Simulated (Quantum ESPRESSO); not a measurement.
# TiAl3 (I4/mmm) in Quantum ESPRESSO: a series of runs

Runs on TiAl3. Level: PBE. Tasks: Wannier functions.

Program: Quantum ESPRESSO 7.5. These are calculated values, not measurements. Logs are shortened: lines on timing, memory, paths and dates and some standing lists are left out, and cuts for length are marked.

## Step 1: The crystal as given

It takes space group I4/mmm (No. 139, tetragonal). Conventional cell: a = 3.822 Å, b = 3.822 Å, c = 8.561 Å, α = 90.00°, β = 90.00°, γ = 90.00°. Around Ti (site symmetry 4/mmm) lie 12 Al at 2.70 to 2.87 Å. Al (site symmetry -4m2) is surrounded by 8 Al at 2.70 to 2.87 Å and 4 Ti at 2.87 Å. Al (site symmetry 4/mmm) is surrounded by 4 Ti at 2.70 Å and 8 Al at 2.87 Å.

The cell comes from a database or a generator and needn't be the stable form of this composition.

## Step 2: Wannier functions, PBE

The input, pw.in:

```
&CONTROL
  calculation = 'scf'
  prefix = 'pwscf'
  outdir = './tmp'
  pseudo_dir = './pseudo'
  tprnfor = .true.
  tstress = .true.
  disk_io = 'low'
/
&SYSTEM
  ibrav = 0
  celldm(1) = 8
  nat = 4
  ntyp = 2
  ecutwfc = 45
  ecutrho = 360
  nbnd = 17
  occupations = 'smearing'
  smearing = 'fd'
  degauss = 0.00367493
/
&ELECTRONS
  conv_thr = 8d-10
  electron_maxstep = 120
  mixing_beta = 0.5
/
ATOMIC_SPECIES
Ti    47.8670 ti_pbe_v1.4.uspp.F.UPF
Al    26.9815 al_pbe_v1.uspp.F.UPF
CELL_PARAMETERS alat
 -0.4514335490844   0.4514335490844   1.0111614565269
  0.4514335490844  -0.4514335490844   1.0111614565269
  0.4514335490844   0.4514335490844  -1.0111614565269
ATOMIC_POSITIONS crystal
Ti     0.0000000000    0.0000000000    0.0000000000
Al     0.2500000000    0.7500000000    0.5000000000
Al     0.7500000000    0.2500000000    0.5000000000
Al     0.5000000000    0.5000000000    0.0000000000
K_POINTS automatic
8 8 8 0 0 0
```

The input, nscf.in:

```
&CONTROL
  calculation = 'nscf'
  prefix = 'pwscf'
  outdir = './tmp'
  pseudo_dir = './pseudo'
  disk_io = 'low'
/
&SYSTEM
  ibrav = 0
  celldm(1) = 8
  nat = 4
  ntyp = 2
  ecutwfc = 45
  ecutrho = 360
  nbnd = 37
  occupations = 'smearing'
  smearing = 'fd'
  degauss = 0.00367493
  nosym = .true.
  noinv = .true.
/
&ELECTRONS
  conv_thr = 1d-09
  electron_maxstep = 120
  mixing_beta = 0.5
  diago_full_acc = .true.
  startingwfc = 'random'
/
ATOMIC_SPECIES
Ti    47.8670 ti_pbe_v1.4.uspp.F.UPF
Al    26.9815 al_pbe_v1.uspp.F.UPF
CELL_PARAMETERS alat
 -0.4514335490844   0.4514335490844   1.0111614565269
  0.4514335490844  -0.4514335490844   1.0111614565269
  0.4514335490844   0.4514335490844  -1.0111614565269
ATOMIC_POSITIONS crystal
Ti     0.0000000000    0.0000000000    0.0000000000
Al     0.2500000000    0.7500000000    0.5000000000
Al     0.7500000000    0.2500000000    0.5000000000
Al     0.5000000000    0.5000000000    0.0000000000
K_POINTS crystal
216
  0.00000000   0.00000000   0.00000000 4.62962963e-03
  0.00000000   0.00000000   0.16666667 4.62962963e-03
  0.00000000   0.00000000   0.33333333 4.62962963e-03
  0.00000000   0.00000000   0.50000000 4.62962963e-03
  0.00000000   0.00000000   0.66666667 4.62962963e-03
  0.00000000   0.00000000   0.83333333 4.62962963e-03
[... 208 lines left out ...]
  0.83333333   0.83333333   0.66666667 4.62962963e-03
  0.83333333   0.83333333   0.83333333 4.62962963e-03
```

The input, pw2wan.in:

```
&INPUTPP
  prefix = 'pwscf'
  outdir = './tmp'
  seedname = 'w'
  write_mmn = .true.
  write_amn = .true.
/
```

The input, bands.in:

```
&CONTROL
  calculation = 'bands'
  prefix = 'pwscf'
  outdir = './tmp'
  pseudo_dir = './pseudo'
  disk_io = 'low'
/
&SYSTEM
  ibrav = 0
  celldm(1) = 8
  nat = 4
  ntyp = 2
  ecutwfc = 45
  ecutrho = 360
  nbnd = 37
  occupations = 'smearing'
  smearing = 'fd'
  degauss = 0.00367493
/
&ELECTRONS
  conv_thr = 1d-08
  electron_maxstep = 120
  mixing_beta = 0.5
  diago_full_acc = .true.
  startingwfc = 'random'
/
ATOMIC_SPECIES
Ti    47.8670 ti_pbe_v1.4.uspp.F.UPF
Al    26.9815 al_pbe_v1.uspp.F.UPF
CELL_PARAMETERS alat
 -0.4514335490844   0.4514335490844   1.0111614565269
  0.4514335490844  -0.4514335490844   1.0111614565269
  0.4514335490844   0.4514335490844  -1.0111614565269
ATOMIC_POSITIONS crystal
Ti     0.0000000000    0.0000000000    0.0000000000
Al     0.2500000000    0.7500000000    0.5000000000
Al     0.7500000000    0.2500000000    0.5000000000
Al     0.5000000000    0.5000000000    0.0000000000
K_POINTS crystal
59
  0.00000000   0.00000000   0.00000000 1
  0.00000000   0.00000000   0.05555600 1
  0.00000000   0.00000000   0.11111100 1
  0.00000000   0.00000000   0.16666700 1
  0.00000000   0.00000000   0.22222200 1
  0.00000000   0.00000000   0.27777800 1
[... 51 lines left out ...]
  0.16666700   0.16666700   0.33333300 1
  0.25000000   0.25000000   0.25000000 1
```

The input, w.win:

```
num_wann = 21
num_bands = 33
guiding_centres = true
dis_froz_max = 10.68
dis_num_iter = 600
dis_mix_ratio = 0.5
dis_conv_tol = 1.0d-9
num_iter = 1200
search_shells = 100
kmesh_tol = 1.0d-4
conv_tol = 1.0d-8
conv_window = 4
num_print_cycles = 200
fermi_energy = 9.6842
bands_plot = true
write_hr = true
mp_grid = 6 6 6
exclude_bands = 1-4
begin projections
Ti: s;p;d
Al: s;p
end projections
begin unit_cell_cart
ang
 -1.9111067713   1.9111067713   4.2806687947
  1.9111067713  -1.9111067713   4.2806687947
  1.9111067713   1.9111067713  -4.2806687947
end unit_cell_cart
begin atoms_frac
Ti   0.0000000000   0.0000000000   0.0000000000
Al   0.2500000000   0.7500000000   0.5000000000
Al   0.7500000000   0.2500000000   0.5000000000
Al   0.5000000000   0.5000000000   0.0000000000
end atoms_frac
begin kpoint_path
G   0.0000000000   0.0000000000   0.0000000000  X   0.0000000000   0.0000000000   0.5000000000
X   0.0000000000   0.0000000000   0.5000000000  Y  -0.0996590294   0.0996590294   0.5000000000
Y  -0.0996590294   0.0996590294   0.5000000000  S  -0.2998295147   0.2998295147   0.2998295147
S  -0.2998295147   0.2998295147   0.2998295147  G   0.0000000000   0.0000000000   0.0000000000
G   0.0000000000   0.0000000000   0.0000000000  Z   0.5000000000   0.5000000000  -0.5000000000
Z   0.5000000000   0.5000000000  -0.5000000000  S1   0.2998295147   0.7001704853  -0.2998295147
S1   0.2998295147   0.7001704853  -0.2998295147  N   0.0000000000   0.5000000000   0.0000000000
N   0.0000000000   0.5000000000   0.0000000000  P   0.2500000000   0.2500000000   0.2500000000
P   0.2500000000   0.2500000000   0.2500000000  Y1   0.5000000000   0.5000000000  -0.0996590294
Y1   0.5000000000   0.5000000000  -0.0996590294  Z   0.5000000000   0.5000000000  -0.5000000000
X   0.0000000000   0.0000000000   0.5000000000  P   0.2500000000   0.2500000000   0.2500000000
end kpoint_path
bands_num_points = 9
begin kpoints
  0.00000000   0.00000000   0.00000000
  0.00000000   0.00000000   0.16666667
  0.00000000   0.00000000   0.33333333
  0.00000000   0.00000000   0.50000000
  0.00000000   0.00000000   0.66666667
  0.00000000   0.00000000   0.83333333
[... 208 lines left out ...]
  0.83333333   0.83333333   0.66666667
  0.83333333   0.83333333   0.83333333
end kpoints
```

Potentials or basis: GBRV 1.5 PBE.

Started as:

```console
> OMP_NUM_THREADS=1 pw.x -in pw.in > pw.out
> OMP_NUM_THREADS=1 pw.x -in nscf.in > nscf.out
> wannier90.x -pp w
> OMP_NUM_THREADS=1 pw2wannier90.x -in pw2wan.in > pw2wan.out
> wannier90.x w
> OMP_NUM_THREADS=1 pw.x -in bands.in > bands.out
```

pw.out:

```text
This program is part of the open-source Quantum ESPRESSO suite
     for quantum simulation of materials; please cite
[... 9 lines left out ...]
     --------------------
     sticks:   dense  smooth     PW     G-vecs:    dense   smooth      PW
     Sum        2355    1183    413                48613    17199    3597

     Using Slab Decomposition

     bravais-lattice index     =            0
     lattice parameter (alat)  =       8.0000  a.u.
     unit-cell volume          =     422.0249 (a.u.)^3
     number of atoms/cell      =            4
     number of atomic types    =            2
     number of electrons       =        21.00
     number of Kohn-Sham states=           17
     kinetic-energy cutoff     =      45.0000  Ry
     charge density cutoff     =     360.0000  Ry
     scf convergence threshold =      8.0E-10
     mixing beta               =       0.5000
     number of iterations used =            8  plain     mixing
     Exchange-correlation= SLA  PW   PBE  PBE
                           (   1   4   3   4   0   0   0)

     celldm(1)=   8.000000  celldm(2)=   0.000000  celldm(3)=   0.000000
     celldm(4)=   0.000000  celldm(5)=   0.000000  celldm(6)=   0.000000

     crystal axes: (cart. coord. in units of alat)
               a(1) = (  -0.451434   0.451434   1.011161 )
               a(2) = (   0.451434  -0.451434   1.011161 )
               a(3) = (   0.451434   0.451434  -1.011161 )

     reciprocal axes: (cart. coord. in units 2 pi/alat)
               b(1) = (  0.000000  1.107583  0.494481 )
               b(2) = (  1.107583  0.000000  0.494481 )
               b(3) = (  1.107583  1.107583  0.000000 )

     PseudoPot. # 1 for Ti read from file:
     ti_pbe_v1.4.uspp.F.UPF
     Pseudo is Ultrasoft + core correction, Zval = 12.0
     Generated by new atomic code, or converted to UPF format
     Using radial grid of  851 points,  6 beta functions with:
                l(1) =   0
                l(2) =   0
                l(3) =   1
                l(4) =   1
                l(5) =   2
                l(6) =   2
     Q(r) pseudized with  6 coefficients,  rinner =    1.000   1.000   1.000
                                                       1.000   1.000

     PseudoPot. # 2 for Al read from file:
     al_pbe_v1.uspp.F.UPF
     Pseudo is Ultrasoft + core correction, Zval =  3.0
     Generated by new atomic code, or converted to UPF format
     Using radial grid of  893 points,  3 beta functions with:
                l(1) =   0
                l(2) =   1
                l(3) =   2
     Q(r) pseudized with  8 coefficients,  rinner =    0.900   0.900   0.900
                                                       0.900   0.900

     atomic species   valence    mass     pseudopotential
     Ti               12.00    47.86700     Ti( 1.00)
     Al                3.00    26.98150     Al( 1.00)

     16 Sym. Ops., with inversion, found

   Cartesian axes

     site n.     atom                  positions (alat units)
         1        Ti     tau(   1) = (   0.0000000   0.0000000   0.0000000  )
         2        Al     tau(   2) = (   0.4514335   0.0000000   0.5055807  )
         3        Al     tau(   3) = (   0.0000000   0.4514335   0.5055807  )
         4        Al     tau(   4) = (   0.0000000   0.0000000   1.0111615  )

     number of k points=    59  Fermi-Dirac smearing, width (Ry)=  0.0037
                       cart. coord. in units 2pi/alat
        k(    1) = (   0.0000000   0.0000000   0.0000000), wk =   0.0039062
        k(    2) = (   0.1384478   0.1384478   0.0000000), wk =   0.0156250
        k(    3) = (   0.2768957   0.2768957   0.0000000), wk =   0.0156250
        k(    4) = (   0.4153435   0.4153435   0.0000000), wk =   0.0156250
        k(    5) = (  -0.5537914  -0.5537914   0.0000000), wk =   0.0078125
        k(    6) = (   0.1384478   0.0000000   0.0618101), wk =   0.0312500
[... 51 lines left out ...]
        k(   58) = (  -0.9691349  -0.1384478   0.0000000), wk =   0.0156250
        k(   59) = (  -1.1075827  -1.1075827  -0.4944809), wk =   0.0039062

     Dense  grid:    48613 G-vectors     FFT dimensions: (  60,  60,  60)

     Smooth grid:    17199 G-vectors     FFT dimensions: (  45,  45,  45)

     Check: negative core charge=   -0.000004

     Initial potential from superposition of free atoms

     starting charge      19.9926, renormalised to      21.0000

     negative rho (up, down):  1.140E-03 0.000E+00
     Starting wfcs are   22 randomized atomic wfcs

     Self-consistent Calculation

     iteration #  1     ecut=    45.00 Ry     beta= 0.50
     Davidson diagonalization with overlap
     ethr =  1.00E-02,  avg # of iterations =  3.8

     Threshold (ethr) on eigenvalues was too large:
     Diagonalizing with lowered threshold

     Davidson diagonalization with overlap
     ethr =  5.91E-04,  avg # of iterations =  2.0

     negative rho (up, down):  1.065E-03 0.000E+00

     total energy              =    -139.46063164 Ry
     estimated scf accuracy    <       0.13245721 Ry

     iteration #  2     ecut=    45.00 Ry     beta= 0.50
     Davidson diagonalization with overlap
     ethr =  6.31E-04,  avg # of iterations =  3.2
[... 69 lines left out ...]
     iteration # 10     ecut=    45.00 Ry     beta= 0.50
     Davidson diagonalization with overlap
     ethr =  5.31E-12,  avg # of iterations =  1.9

     negative rho (up, down):  6.334E-04 0.000E+00

     End of self-consistent calculation

          k = 0.0000 0.0000 0.0000 (  2169 PWs)   bands (ev):

   -46.7615 -23.0777 -23.0777 -23.0001  -0.4858   6.8137   7.0180   8.2680
     8.4331   8.4331  10.5263  11.4246  11.4246  11.9501  12.1054  13.5005
    13.5048

          k = 0.1384 0.1384 0.0000 (  2149 PWs)   bands (ev):

   -46.7611 -23.0816 -23.0812 -22.9995  -0.1598   6.8333   7.0768   7.6063
     7.9492   8.4216   9.3648  11.6156  11.7118  11.7228  12.7001  13.4115
    14.2352
[... 97 lines left out ...]
          k =-0.5538-0.0000-0.2472 (  2156 PWs)   bands (ev):

   -46.7602 -23.1058 -23.0754 -22.9988   2.2981   2.6562   6.0373   6.7084
     8.6043   9.4196  10.1877  11.5005  11.7748  12.4129  12.8598  14.1847
    14.2186

          k =-0.4153 0.1384-0.2472 (  2161 PWs)   bands (ev):

   -46.7602 -23.1012 -23.0797 -22.9988   1.5679   3.8533   5.6137   7.4774
     8.0033   9.2367   9.7553  11.3238  11.3429  12.4452  12.9976  14.2286
    14.9912

          k =-0.2769 0.2769-0.2472 (  2145 PWs)   bands (ev):

   -46.7602 -23.0906 -23.0900 -22.9988   1.2654   4.7731   5.8285   6.6088
     8.4203   8.7380   9.4303  11.3412  11.3940  12.3300  13.3279  13.4142
    14.8489

          k = 0.2769 0.2769 0.1236 (  2140 PWs)   bands (ev):

   -46.7602 -23.0907 -23.0898 -22.9983   0.9127   5.7502   6.1632   7.4036
     7.7667   7.9568   8.9173  11.5216  11.7513  12.1088  12.8802  13.0368
    13.6445
[... 217 lines left out ...]
          k =-1.1076-1.1076-0.4945 (  2122 PWs)   bands (ev):

   -46.7614 -23.0780 -23.0780 -23.0033   1.1413   2.0423   7.6790   8.7252
     8.7252   9.4562  10.3989  10.3989  10.6427  12.7871  14.4087  15.7621
    15.9723

     the Fermi energy is     9.6842 ev

!    total energy              =    -139.49179339 Ry
     estimated scf accuracy    <          2.1E-11 Ry
     smearing contrib. (-TS)   =      -0.00083313 Ry
     internal energy E=F+TS    =    -139.49096026 Ry

     The total energy is F=E-TS. E is the sum of the following terms:
     one-electron contribution =     -60.86570334 Ry
     hartree contribution      =      38.13747956 Ry
     xc contribution           =     -31.10809586 Ry
     ewald contribution        =     -85.65464062 Ry

     convergence has been achieved in  10 iterations

     negative rho (up, down):  6.334E-04 0.000E+00

     Forces acting on atoms (cartesian axes, Ry/au):

     atom    1 type  1   force =    -0.00000000    0.00000000    0.00000000
     atom    2 type  2   force =    -0.00000000   -0.00000000   -0.00000000
     atom    3 type  2   force =    -0.00000000    0.00000000    0.00000000
     atom    4 type  2   force =     0.00000000   -0.00000000    0.00000000

     Total force =     0.000000     Total SCF correction =     0.000000

     Computing stress (Cartesian axis) and pressure

     negative rho (up, down):  6.334E-04 0.000E+00
          total   stress  (Ry/bohr**3)                   (kbar)     P=       19.43
   0.00013281   0.00000000   0.00000000           19.54        0.00        0.00
   0.00000000   0.00013281   0.00000000            0.00       19.54        0.00
   0.00000000   0.00000000   0.00013063            0.00        0.00       19.22

=------------------------------------------------------------------------------=
   JOB DONE.
=------------------------------------------------------------------------------=
```

Run time: 14 min. Hardware: 1 thread of Arm Neoverse V2, shared host; peak memory 0.31 GiB.

Results:

```
Free energy                   : -1897.8825 eV
Pressure                      : 1.9 GPa
Band gap on the k mesh        : none (metal or under the smearing width)
Total Wannier spread          : 33.07 Å² over 21 functions
RMS miss of the Wannier bands : 0.007 eV
```

Levels at the corners of the path, in eV from the Fermi level:
```tsv
point	band 6	band 7	band 8	band 9	band 10	band 11	band 12	band 13	band 14	band 15
Γ	-2.87	-2.67	-1.42	-1.25	-1.25	0.84	1.74	1.74	2.27	2.42
X	-5.11	-4.40	-3.81	-2.75	-2.22	-1.00	1.79	1.96	2.71	2.86
Y	-5.70	-4.96	-3.65	-2.24	-1.39	-0.87	1.70	1.91	2.22	3.35
S	-6.81	-5.62	-1.09	-0.76	-0.62	0.57	1.61	2.11	3.05	3.13
Γ	-2.87	-2.67	-1.42	-1.25	-1.25	0.84	1.74	1.74	2.27	2.42
Z	-7.64	-2.01	-0.96	-0.96	-0.23	0.71	0.71	0.96	3.10	4.72
S1	-6.81	-5.62	-1.09	-0.76	-0.62	0.57	1.61	2.11	3.05	3.13
N	-7.03	-3.65	-2.98	-1.08	-0.26	0.50	1.82	2.09	2.73	3.18
P	-4.84	-4.84	-4.30	-1.85	-1.85	-1.18	0.88	1.79	1.96	3.18
Y1	-5.70	-4.96	-3.65	-2.24	-1.39	-0.87	1.70	1.91	2.22	3.35
Z	-7.64	-2.01	-0.96	-0.96	-0.23	0.71	0.71	0.96	3.10	4.72
X	-5.11	-4.40	-3.81	-2.75	-2.22	-1.00	1.79	1.96	2.71	2.86
P	-4.84	-4.84	-4.30	-1.85	-1.85	-1.18	0.88	1.79	1.96	3.18
```

Wannier functions:
```
function  nearest atom  distance (Å)  spread (Å²)  on-site energy from the reference level (eV)
       1          1 Ti          0.94         2.01                                          3.76
       2          1 Ti          0.97         1.98                                          3.69
       3          1 Ti          0.97         1.97                                          3.65
       4          1 Ti          0.97         1.97                                          3.62
       5          1 Ti          0.00         0.89                                          1.98
       6          1 Ti          0.96         1.98                                          3.67
       7          1 Ti          0.94         2.01                                          3.80
       8          1 Ti          0.02         1.05                                          1.48
       9          1 Ti          0.00         0.84                                          1.95
      10          2 Al          0.93         1.44                                          4.31
      11          2 Al          0.93         1.44                                          4.33
      12          2 Al          0.92         1.45                                          4.36
      13          2 Al          0.92         1.44                                          4.32
      14          3 Al          0.92         1.44                                          4.33
      15          3 Al          0.92         1.43                                          4.27
      16          3 Al          0.92         1.44                                          4.32
      17          3 Al          0.93         1.45                                          4.34
      18          4 Al          0.59         1.72                                          4.75
      19          4 Al          0.60         1.62                                          5.12
      20          4 Al          0.59         1.74                                          4.62
      21          4 Al          0.59         1.74                                          4.64
```

Parts of the spread (Å²): invariant 27.07, diagonal 0.010, off-diagonal 5.99, total 33.07. Against the direct bands the interpolation misses by 7 meV (root mean square) and 57 meV at most, for states up to 1 eV over the reference level.

Caveat: the Wannier minimisation didn't converge.

(Part 1 of 3 ends here.)
